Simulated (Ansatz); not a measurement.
# CH₃AlFNS: one species, many methods

One table from this session's results is given with a row withheld; the runs are named, their logs left out.

Method: functionals in def2-TZVPP, the program's frozen cores in correlated methods; program: Ansatz 0.2.0, Gaussian basis.

The runs, in order: LDA (SPW92), PBE-D4, revPBE-D4, BLYP-D4, r2SCAN-D4, B97M-V, PBE0-D4, B3LYP-D4, r2SCANh-D4, r2SCAN0-D4, HSE06-D4, BHLYP-D4, CAM-B3LYP-D4, LC-ωPBE, ωB97X-V, ωB97M-V, B2PLYP, PBE-QIDH; CCSD(T)/def2-SVP; CCSD(T)/def2-TZVPP; MP2/def2-QZVPP; extrapolation to the limit; RPA on PBE.

## The relaxed structure

All runs share one geometry, relaxed beforehand with PBE0-D4 in a triple-zeta def2 set.

SMILES `F[C]1(S)[NH][AlH]1`, 8 atoms, charge 0, spin multiplicity 1.

Atoms are counted from 1 here; the program's logs count them from 0.

Bond lengths: F1–C2 1.391 Å, C2–S3 1.805 Å, C2–N4 1.435 Å, C2–Al5 1.926 Å, S3–H6 1.343 Å, N4–Al5 1.744 Å, N4–H7 1.011 Å, Al5–H8 1.569 Å. Angles: F1–C2–S3 108.3°, F1–C2–N4 113.5°, F1–C2–Al5 122.2°, S3–C2–N4 112.6°, S3–C2–Al5 127.7°, N4–C2–Al5 60.4°, C2–S3–H6 96.6°, C2–N4–Al5 73.9°, C2–N4–H7 120.8°, Al5–N4–H7 164.9°, C2–Al5–N4 45.7°, C2–Al5–H8 169.9°, N4–Al5–H8 144.4°.

Set-up of the first run:

in.yaml reads:

```yaml
crystal:
  periodic: [false, false, false]
  atoms:
    - {symbol: F, position_ang: [-1.104719, 0.864431, 1.054134]}
    - {symbol: C, position_ang: [-0.092107, 0.238393, 0.333748]}
    - {symbol: S, position_ang: [1.476561, 1.017065, 0.769566]}
    - {symbol: N, position_ang: [-0.325463, 0.220562, -1.081886]}
    - {symbol: Al, position_ang: [-0.361610, -1.443929, -0.564186]}
    - {symbol: H, position_ang: [1.342586, 0.898403, 2.100125]}
    - {symbol: H, position_ang: [-0.294223, 1.073925, -1.622927]}
    - {symbol: H, position_ang: [-0.548725, -2.925850, -1.044374]}
basis:
  gaussian: {orbitals: def2-TZVPP}
hamiltonian: {xc: lda}
output: {orbitals: {seedname: orbitals}}
```

The run is started by

```console
ansatz run in.yaml --threads 2 --pin off --events-out ev --progress --plain --max-ram 4352MiB
```

Steps of the session up to this table: LDA; PBE-D4 (GGA); revPBE-D4 (GGA); BLYP-D4 (GGA); r2SCAN-D4 (meta-GGA); B97M-V (meta-GGA); PBE0-D4 (hybrid); B3LYP-D4 (hybrid); r2SCANh-D4 (hybrid); r2SCAN0-D4 (hybrid); HSE06-D4 (hybrid); BHLYP-D4 (hybrid); CAM-B3LYP-D4 (range-separated); LC-ωPBE (range-separated); ωB97X-V (range-separated); ωB97M-V (range-separated); B2PLYP (double hybrid); PBE-QIDH (double hybrid).

One table of the session follows, with a row left open; its other results are not shown here.

It belongs to the step «Frontier levels by functional». 

```
  functional  HOMO (eV)  gap (eV)
 LDA (SPW92)      -5.33      3.17
      PBE-D4      -5.18      3.25
   revPBE-D4      -5.12      3.29
     BLYP-D4      -5.06      3.23
   r2SCAN-D4      -5.38      3.75
      B97M-V      -5.46      3.66
     PBE0-D4      -6.30      5.10
    B3LYP-D4      -6.11      4.70
  r2SCANh-D4          ?         ?
  r2SCAN0-D4      -6.43      5.41
    HSE06-D4      -5.90      4.34
    BHLYP-D4      -7.34      6.86
CAM-B3LYP-D4      -7.60      7.30
     LC-ωPBE      -8.89      9.68
     ωB97X-V      -8.56      9.23
     ωB97M-V      -8.41      8.81
```

**Question.** Estimate the row for r2SCANh-D4.

Worked estimate for «HOMO (eV)». Against the share of exact exchange, r2SCAN-D4 (0, -5.38), r2SCAN0-D4 (0.25, -6.43) give a slope of -4.20 per unit share; at 0.1 the line stands at -5.80.

As computed: HOMO (eV): -5.79; gap (eV): 4.42. In «HOMO (eV)» the line misses by -0.01.
